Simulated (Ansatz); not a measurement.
# GeH₂Br (doublet): wave-function methods side by side, cc-pVDZ

The task here is to estimate one member of a computed series from the others.

The runs use Ansatz 0.2.0, Gaussian basis; cc-pVDZ, core rule «outside noble gas», up to 28 orbitals frozen.

To be run: UHF; CCSD(T) on ROHF; CCSD(T) on UHF; BCCD(T) on ROHF; CISD; CCSDT(Q) on ROHF; CCSDT(Q) on UHF; CASSCF and MRCISD+Q, 13 electrons in 10 orbitals; CASSCF and NEVPT2, 13 electrons in 10 orbitals.

26 further runs of the same task are left out: 13 that didn't finish, 13 set aside as unsound or not needed.

**The system**

The geometry is a PBE0/def2-TZVP stationary point (not a proven minimum) of the parent state, kept for this charge and spin. No spin-orbit coupling is included. The filled d shell of Ge, Br may be among the frozen orbitals whatever the setting's name suggests; the logs give the count.

4 atoms, charge 0, spin multiplicity 2.

Atoms are counted from 1 here; the program's logs count them from 0.

Bond lengths: Ge1–Br2 2.790 Å, Ge1–H3 1.574 Å, Ge1–H4 1.646 Å. Angles: Br2–Ge1–H3 155.4°, Br2–Ge1–H4 44.3°, H3–Ge1–H4 111.1°.

The first run:

Contents of in.yaml:

```yaml
crystal:
  periodic: [false, false, false]
  atoms:
    - {symbol: Ge, position_ang: [-0.000002, 0.461112, 0.627548]}
    - {symbol: Br, position_ang: [-0.000001, 0.417603, -2.162594]}
    - {symbol: H, position_ang: [0.000013, -0.172647, 2.068221]}
    - {symbol: H, position_ang: [-0.000010, -0.706068, -0.533175]}
basis:
  gaussian: {orbitals: cc-pVDZ}
magnetization: {spin_polarized: true, initial_magnetization: 1}
hamiltonian: {xc: hf}
output: {orbitals: {seedname: orbitals}}
```

Launch:

```sh
$ ansatz run in.yaml --threads 1 --pin off --events-out ev --progress --plain --max-ram 2393MiB
```

Among the steps run: UHF; CCSD(T) on ROHF; CCSD(T) on UHF; BCCD(T) on ROHF; CISD; CCSDT(Q) on ROHF; CCSDT(Q) on UHF; CASSCF and MRCISD+Q, 13 electrons in 10 orbitals; CASSCF and NEVPT2, 13 electrons in 10 orbitals.

One of the session's tables, all rows but one given; the rest of the session is left out.

```
          method  from UCCSDT(Q) (meV)
            ROHF               +6621.0
             UHF               +6316.4
            RMP2               +1199.8
            UMP2               +1308.5
            CISD                +777.0
           RCCSD                +182.7
           UCCSD                +198.5
        RCCSD(T)                 +40.1
        UCCSD(T)                 +56.3
         BCCD(T)                 +39.3
          RCCSDT                 +10.0
          UCCSDT                 +13.7
       RCCSDT(Q)                  -2.1
       UCCSDT(Q)                     0
  CASSCF valence                     ?
  NEVPT2 valence               +1256.7
  MRCISD valence                +438.2
MRCISD+Q valence                 +44.6
```

Estimate the missing values for CASSCF valence.

**Answer.** from UCCSDT(Q) (meV): +5136.8. In the column «from UCCSDT(Q) (meV)» it lies between UMP2 (+1308.5) and UHF (+6316.4).

Caveats from the session: The determinant is far from a pure spin state, so its energy mixes those of several spin states (harmless only where they are near-degenerate, as at dissociation). Restricted and unrestricted rows rest on different reference determinants; where their highest levels disagree by more than a few hundredths of an eV, they describe different states and don't form one ladder.
